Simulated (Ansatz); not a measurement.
# LiCuPO4 (I-4): scan of one input key

Aim: a scan of one input key, for LiCuPO4 (I-4), run from a script.

All numbers are computed with Ansatz 0.2.0 through its Python package. Level of theory: DFT LDA, plane waves, PAW.

## 1. The structure

It takes space group I-4 (No. 82, tetragonal). Conventional cell: a = 4.975 Å, b = 4.975 Å, c = 6.829 Å, α = 90.00°, β = 90.00°, γ = 90.00°. Around Li (site symmetry -4) lie 4 O at 2.01 Å. Cu (site symmetry -4) is surrounded by 4 O at 1.99 Å. Around P (site symmetry -4) lie 4 O at 1.56 Å. Around O (site symmetry 1) lie 1 P at 1.56 Å and 1 Cu at 1.99 Å and 1 Li at 2.01 Å.

The script reads licupo4.cif:

```cif
data_LiCuPO4
_cell_length_a 4.902365
_cell_length_b 4.902365
_cell_length_c 4.902365
_cell_angle_alpha 119.01645
_cell_angle_beta 119.01645
_cell_angle_gamma 91.71217
_symmetry_space_group_name_H-M 'P 1'
_symmetry_Int_Tables_number 1
loop_
_symmetry_equiv_pos_as_xyz
'x, y, z'
loop_
_atom_site_label
_atom_site_type_symbol
_atom_site_fract_x
_atom_site_fract_y
_atom_site_fract_z
Li1 Li    0.500000    0.500000    0.000000
Cu2 Cu    0.000000    0.000000    0.000000
P3 P    0.750000    0.250000    0.500000
O4 O    0.058979    0.563261    0.865208
O5 O    0.436739    0.301947    0.495718
O6 O    0.806229    0.941021    0.504282
O7 O    0.698053    0.193771    0.134792
```

## 2. The code

edit.py

```python
"""Keys set on an Input object, for LiCuPO4."""

import logging
import sys
import warnings

import ansatz as az
from ase.io import read

logging.basicConfig(stream=sys.stdout, format="%(name)s: %(message)s")
logger = logging.getLogger("licupo4")
logger.setLevel(logging.INFO)


def main() -> None:
    warnings.simplefilter("ignore", az.DeckWarning)

    atoms = read("licupo4.cif")
    system = az.Crystal.from_ase(atoms)

    calculation = system.calculation()
    calculation = calculation.functional("LDA").basis(20 * az.Ry)
    calculation = calculation.kpoints(mesh=(7, 7, 7), shift=0.5)
    calculation = calculation.occupations("fermi_dirac", width=0.3)
    calculation = calculation.band_table()
    typed = calculation.input()
    rows = []
    for value in [1, 2, 3]:
        edited = typed.set(az.key.basis.xc_grid, value)
        rep = az.Session.from_dict(edited).plan().execute().report
        rows.append((value, rep["free_energy_ev"], rep["n_iterations"], len(rep["eigenvalues_ev"][0]) if "eigenvalues_ev" in rep else 0))
    for row in rows:
        print("; ".join(f"{name} = {round(v, 4) if isinstance(v, float) else v}" for name, v in zip(["xc grid", "F eV", "iterations", "bands listed"], row)))


if __name__ == "__main__":
    main()
```

## 3. What the engine is handed

The package turns the script's settings into the engine's input (first run):

```yaml
crystal:
  lattice:
    - [4.902365, 0.0, 0.0]
    - [-0.14647558961484766, 4.90017627181635, 0.0]
    - [-2.3779446446671306, -2.4500880735464743, 3.5179014045293022]
  atoms:
    - { symbol: Li, position: [0.5, 0.5, 0.0] }
    - { symbol: Cu, position: [0.0, 0.0, 0.0] }
    - { symbol: P, position: [0.75, 0.25, 0.5] }
    - { symbol: O, position: [0.05897900000000008, 0.5632610000000001, 0.865208] }
    - { symbol: O, position: [0.436739, 0.301947, 0.49571799999999994] }
    - { symbol: O, position: [0.806229, 0.941021, 0.5042820000000001] }
    - { symbol: O, position: [0.698053, 0.19377099999999997, 0.13479200000000002] }
basis:
  ecutwfc: 272.11386245988
  xc_grid: 1
kpoints:
  mp_grid:
    grid: [7, 7, 7]
    shift: [0.5, 0.5, 0.5]
hamiltonian:
  xc: lda
scf:
  occupations:
    method: fermi_dirac
    width: 0.3
output:
  eigenvalues: true
```

## 4. Launch

On the command line:

```console
$ python edit.py
```

**Question.** What results will this script give? Wanted: last run but one, from the last.

**Answer**, as computed:

| quantity | value |
| --- | --- |
| runs compared | 3 |
| last run but one, from the last | +0.00 meV/atom |
| within 5 meV/atom of the last run from | 1 |

In words: Runs 1, 2, 3: each has a cutoff under the recommended one, so what rests on them isn't a property of the system. From basis.xc_grid 1 on, the energy stays within 1 meV/atom of the last run. The cutoff lies under the one recommended for these potentials. The cell holds an odd number of electrons and is run without spin, so a magnetic state may lie lower. The mesh is modest for a metal, so energies can be off by several to tens of meV an atom and pressures by half a GPa or more; differences at equal mesh fare better. A Fermi-Dirac width this large means warm electrons, whose thermal share enters the free energy. Without a Hubbard U or exact exchange, semilocal functionals often make such 3d compounds metallic or too weakly gapped. This cell is a computed structure, which may not be the phase found in nature. The script silences the warnings on its input, which a real study should read.
